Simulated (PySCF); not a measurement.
# F5OW (W(O)(F)5-): the cost of one run

Method: BP86, W def2-SVP with ECP60, O def2-SVP, F def2-SVP; scalar-relativistic core potentials, no spin–orbit coupling; program: PySCF 2.14.0.

2 further runs of the same task are left out: 2 for a known fault of the program.

## Step 1: The starting structure

7 atoms, charge -1, spin multiplicity 1.

Bond lengths: W1–O2 1.743 Å, W1–F3 1.909 Å, W1–F4 1.908 Å, W1–F5 1.908 Å, W1–F6 1.977 Å, W1–F7 1.909 Å. Angles: O2–W1–F3 95.0°, O2–W1–F4 94.3°, O2–W1–F5 94.6°, O2–W1–F6 179.5°, O2–W1–F7 94.5°, F3–W1–F4 89.7°, F3–W1–F5 89.5°, F3–W1–F6 85.5°, F3–W1–F7 170.5°, F4–W1–F5 171.0°, F4–W1–F6 85.4°, F4–W1–F7 89.8°, F5–W1–F6 85.7°, F5–W1–F7 89.6°, F6–W1–F7 85.0°.

As a file:

```xyz
7

W     0.07048   -0.04390    0.04855
O     1.28953   -0.74409    1.07834
F    -0.05404    1.58992    1.02750
F    -1.39048   -0.74536    1.05613
F     1.32191    0.78074   -1.13301
F    -1.31937    0.73348   -1.12229
F    -0.02105   -1.54909   -1.12235
```

Formal oxidation states: W +6. An earlier session relaxed this geometry at BP86, W def2-SVP with ECP60, O def2-SVP, F def2-SVP (singlet, point group C4v).

Its energy there is -641.613322 Eh.

## Step 2: Multiplicity 3 at the relaxed geometry

The input, run.py (the lines that set the calculation):

```python
mol = gto.M(atom='''
W      0.07048    -0.04390     0.04855
O      1.28953    -0.74409     1.07834
F     -0.05404     1.58992     1.02750
F     -1.39048    -0.74536     1.05613
F      1.32191     0.78074    -1.13301
F     -1.31937     0.73348    -1.12229
F     -0.02105    -1.54909    -1.12235''',
    basis={'W': 'def2-SVP', 'O': 'def2-SVP', 'F': 'def2-SVP'},
    ecp={'W': 'def2-SVP'},
    charge=-1, spin=2)
mf = dft.UKS(mol, xc='B88,P86')
mf.grids.atom_grid = (50, 194)
mf = mf.density_fit()  # fitting sets: W def2-universal-JKFIT, O def2-universal-JKFIT, F def2-universal-JKFIT
mf.conv_tol = 1e-08; mf.max_cycle = 55
mf.kernel(dm0)  # dm0: free metal ions and neutral atoms
```

Run with:

```console
OMP_NUM_THREADS=2 python run.py
```

**Question.** How long does this run take on 2 threads of Arm Neoverse N1, shared host?

About 14 s.
